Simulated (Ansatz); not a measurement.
**Br3H2NSi: small, medium and large basis sets**

The task here is to estimate one member of a computed series from the others.

The runs use Ansatz 0.2.0, Gaussian basis; one geometry, several basis sets.

Plan: PBE0-D4/def2-SVP; ωB97M-V/def2-SVP; PBE0-D4/def2-QZVPP; ωB97M-V/def2-QZVPP; the functionals' def2-TZVPP values are taken from earlier runs.

## Structure used throughout

All runs share one geometry, relaxed beforehand with PBE0-D4 in a triple-zeta def2 set.

SMILES `N[Si](Br)(Br)Br`, 7 atoms, charge 0, spin multiplicity 1.

Atoms are counted from 1 here; the program's logs count them from 0.

Bond lengths: N1–Si2 1.686 Å, N1–H6 1.007 Å, N1–H7 1.007 Å, Si2–Br3 2.201 Å, Si2–Br4 2.201 Å, Si2–Br5 2.215 Å. Angles: Si2–N1–H6 120.4°, Si2–N1–H7 120.4°, H6–N1–H7 112.9°, N1–Si2–Br3 107.9°, N1–Si2–Br4 107.9°, N1–Si2–Br5 115.3°, Br3–Si2–Br4 111.5°, Br3–Si2–Br5 107.2°, Br4–Si2–Br5 107.2°.

Set-up of the first run:

The input, in.yaml:

```yaml
crystal:
  periodic: [false, false, false]
  atoms:
    - {symbol: N, position_ang: [0.142483, 0.326817, 1.082039]}
    - {symbol: Si, position_ang: [-0.104374, -0.223577, -0.492560]}
    - {symbol: Br, position_ang: [0.526082, -2.330491, -0.577692]}
    - {symbol: Br, position_ang: [-2.243977, -0.000607, -0.957504]}
    - {symbol: Br, position_ang: [1.022832, 0.860586, -2.061775]}
    - {symbol: H, position_ang: [0.998374, 0.112784, 1.568360]}
    - {symbol: H, position_ang: [-0.280319, 1.186588, 1.393332]}
basis:
  gaussian: {orbitals: def2-SVP}
hamiltonian: {xc: pbe0, dispersion: d4}
output: {orbitals: {seedname: orbitals}}
```

Run with:

```console
> ansatz run in.yaml --threads 4 --pin off --events-out ev --progress --plain --max-ram 11315MiB
```

Among the steps run: PBE0-D4 in def2-SVP; ωB97M-V in def2-SVP; PBE0-D4 in def2-QZVPP; ωB97M-V in def2-QZVPP.

One of the session's tables, all rows but one given; the rest of the session is left out.

It belongs to the step «Functionals by basis». 

```
functional       basis  HOMO (eV)
   PBE0-D4    def2-SVP          ?
   PBE0-D4  def2-TZVPP      -8.13
   PBE0-D4  def2-QZVPP      -8.15
   ωB97M-V    def2-SVP     -10.24
   ωB97M-V  def2-TZVPP     -10.39
   ωB97M-V  def2-QZVPP     -10.41
```

Q: Estimate the row for PBE0-D4, def2-SVP from the others.

**Answer.** HOMO (eV): -8.00. In the column «HOMO (eV)» it is the highest.
